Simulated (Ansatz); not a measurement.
# FH₃NOSi radical: how energies converge with the basis set

An exercise on one series of results from a longer session: the logs are not shown, and one member is left open.

Program: Ansatz 0.2.0, Gaussian basis. Level of theory: one geometry, several basis sets. These are calculated values, not measurements.

The runs, in order: PBE0-D4/def2-SVP; ωB97M-V/def2-SVP; PBE0-D4/def2-QZVPP; ωB97M-V/def2-QZVPP; CCSD(T)/cc-pV(D+d)Z; CCSD(T)/cc-pV(T+d)Z; CCSD(T)/cc-pV(Q+d)Z; the functionals' def2-TZVPP values are taken from earlier runs.

**Structure used throughout**

All runs share one geometry, relaxed beforehand with PBE0-D4 in a triple-zeta def2 set.

SMILES `N[Si](O)F`, 7 atoms, charge 0, spin multiplicity 2.

Atoms are counted from 1 here; the program's logs count them from 0.

Bond lengths: N1–Si2 1.703 Å, N1–H5 1.007 Å, N1–H6 1.007 Å, Si2–O3 1.641 Å, Si2–F4 1.603 Å, O3–H7 0.959 Å. Angles: Si2–N1–H5 119.8°, Si2–N1–H6 120.1°, H5–N1–H6 112.0°, N1–Si2–O3 105.6°, N1–Si2–F4 105.9°, O3–Si2–F4 112.4°, Si2–O3–H7 116.5°.

Set-up of the first run:

in.yaml

```yaml
crystal:
  periodic: [false, false, false]
  atoms:
    - {symbol: N, position_ang: [-0.466119, 1.085283, -0.071794]}
    - {symbol: Si, position_ang: [0.029972, -0.446939, 0.480385]}
    - {symbol: O, position_ang: [1.137423, -0.972607, -0.610501]}
    - {symbol: F, position_ang: [-1.291315, -1.355129, 0.497636]}
    - {symbol: H, position_ang: [0.223961, 1.777907, -0.314605]}
    - {symbol: H, position_ang: [-1.310158, 1.502181, 0.286425]}
    - {symbol: H, position_ang: [1.737437, -1.658794, -0.313246]}
basis:
  gaussian: {orbitals: def2-SVP}
magnetization: {spin_polarized: true, initial_magnetization: 1}
hamiltonian: {xc: pbe0, dispersion: d4}
output: {orbitals: {seedname: orbitals}}
```

Launch:

```bash
$ ansatz run in.yaml --threads 2 --pin off --events-out ev --progress --plain --max-ram 32768MiB --backend cpu
```

Among the steps run: PBE0-D4 in def2-SVP; ωB97M-V in def2-SVP; PBE0-D4 in def2-QZVPP; ωB97M-V in def2-QZVPP.

One table of the session follows, with a row left open; its other results are not shown here.

It belongs to the step «Functionals by basis». 

```
functional       basis  HOMO (eV)  LUMO (eV)
   PBE0-D4    def2-SVP          ?          ?
   PBE0-D4  def2-TZVPP      -5.83      -1.85
   PBE0-D4  def2-QZVPP      -5.91      -1.99
   ωB97M-V    def2-SVP      -7.40      -0.09
   ωB97M-V  def2-TZVPP      -7.65      -0.32
   ωB97M-V  def2-QZVPP      -7.73      -0.51
```

Estimate the missing values for PBE0-D4, def2-SVP.

As computed: HOMO (eV): -5.58; LUMO (eV): -1.72. In the column «HOMO (eV)» it is the highest.
